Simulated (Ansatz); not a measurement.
# AlGeH7Si: the cost of one run

The runs use Ansatz 0.2.0, Gaussian basis; the settings change from run to run.

### 1 The molecule

An earlier PBE0-D4 in a triple-zeta def2 set relaxation fixed the geometry.

SMILES `[SiH3][AlH][GeH3]`, 10 atoms, charge 0, spin multiplicity 1.

Atoms are counted from 1 here; the program's logs count them from 0.

Bond lengths: Si1–Al2 2.457 Å, Si1–H4 1.492 Å, Si1–H5 1.490 Å, Si1–H6 1.492 Å, Al2–Ge3 2.481 Å, Al2–H7 1.590 Å, Ge3–H8 1.543 Å, Ge3–H9 1.543 Å, Ge3–H10 1.541 Å. Angles: Al2–Si1–H4 110.2°, Al2–Si1–H5 114.0°, Al2–Si1–H6 110.1°, H4–Si1–H5 107.7°, H4–Si1–H6 106.9°, H5–Si1–H6 107.7°, Si1–Al2–Ge3 118.6°, Si1–Al2–H7 121.3°, Ge3–Al2–H7 120.1°, Al2–Ge3–H8 111.0°, Al2–Ge3–H9 111.0°, Al2–Ge3–H10 114.4°, H8–Ge3–H9 106.0°, H8–Ge3–H10 107.0°, H9–Ge3–H10 107.0°.

### 2 PBE-QIDH/cc-pVDZ

Set apart from the defaults: atoms shaken by 0.15 Å, a grid of angular degree 11, a point charge of 1.00 e beside it, high accuracy.

Contents of in.yaml:

```yaml
crystal:
  periodic: [false, false, false]
  atoms:
    - {symbol: Si, position_ang: [-1.402491, 1.232287, -0.907410]}
    - {symbol: Al, position_ang: [1.026588, 0.408200, -0.427879]}
    - {symbol: Ge, position_ang: [1.018992, -1.394014, 1.541875]}
    - {symbol: H, position_ang: [-2.532215, 0.064247, -0.791117]}
    - {symbol: H, position_ang: [-1.865430, 2.066580, -2.088456]}
    - {symbol: H, position_ang: [-1.755916, 2.141882, 0.279517]}
    - {symbol: H, position_ang: [2.221902, 0.496287, -1.794968]}
    - {symbol: H, position_ang: [0.236079, -2.410152, 1.079296]}
    - {symbol: H, position_ang: [1.132204, -0.444057, 2.462080]}
    - {symbol: H, position_ang: [2.499650, -1.916949, 1.155618]}
basis:
  gaussian: {orbitals: cc-pVDZ, final_grid: {core_spheres: 5, valence_spheres: 4, degree: 11}, point_charges: [{charge: 1.00, position_ang: [7.064, -0.089, 0.678]}]}
hamiltonian: {xc: {name: PBE-QIDH}}
accuracy: high
```

The run is started by

```console
ansatz run in.yaml --threads 2 --pin off --events-out ev --progress --plain --max-ram 4352MiB
```

What time and memory should one allow on 2 threads of Intel Xeon at 2.50GHz, shared host?

About 10 s, with a peak of 0.4 GiB.
